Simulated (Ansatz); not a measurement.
Runs of Ansatz 0.2.0 on HfB. Symmetry: Fm-3m, No. 225, cubic system. The conventional cell has a = 4.620 Å, b = 4.620 Å, c = 4.620 Å, α = 90.00°, β = 90.00°, γ = 90.00°. Around Hf (site symmetry m-3m) lie 6 B at 2.31 Å. B (site symmetry m-3m) has 6 Hf at 2.31 Å as nearest neighbours. 

| task | level | spin | cell | k mesh | points for each segment of the path | atoms under strain | gap on the mesh (eV) | pressure (GPa) | relaxed volume (Å³/atom) |
| --- | --- | --- | --- | --- | --- | --- | --- | --- | --- |
| phonons | PBEsol | off | as given | 7 × 7 × 7 | - | - | none | - | - |
| band structure | LDA | SOC, no magnetisation | as given | 7 × 7 × 7 | 14 | - | none | 16.9 | - |
| relaxation of cell and atoms | PBEsol | off | relaxed | 10 × 10 × 10 | - | - | none | 0.0 | (a) |
| relaxation of cell and atoms | LDA | off | relaxed | 10 × 10 × 10 | - | - | none | 0.0 | 13.38 |
| elastic constants | PBEsol | off | as given | 7 × 7 × 7 | - | relaxed | none | 23.2 | - |

Alike in all rows: potentials or basis Ansatz PAW; cutoff (eV) 420; smearing fermi-dirac 0.05 eV.

Task: Fill in the values left out.

Result: (a) 13.72.

Caveats: the PAW data sets come from PBE, with cores solved anew for the run's functional, which leaves a small shift of forces and pressure; so large a pressure means that the cell lies far from this level's equilibrium, or that cutoff or potentials fall short (some runs); the plane-wave basis is chosen anew once the cell has moved, so the energies of steps on either side of that aren't comparable (some runs); the volume moved by +11 % from the deposited cell, more than functionals usually miss (some runs); the cell is more than 3 GPa from zero pressure, which shifts response properties (some runs); elastic constants of metals need much finer meshes, so these are rough (some runs).

A k mesh can miss the band edges, and rows without SOC leave out spin-orbit coupling on Hf.

A gap of «none» marks a metal or a gap under the smearing width.

Runs at the PBE level aren't shown here.
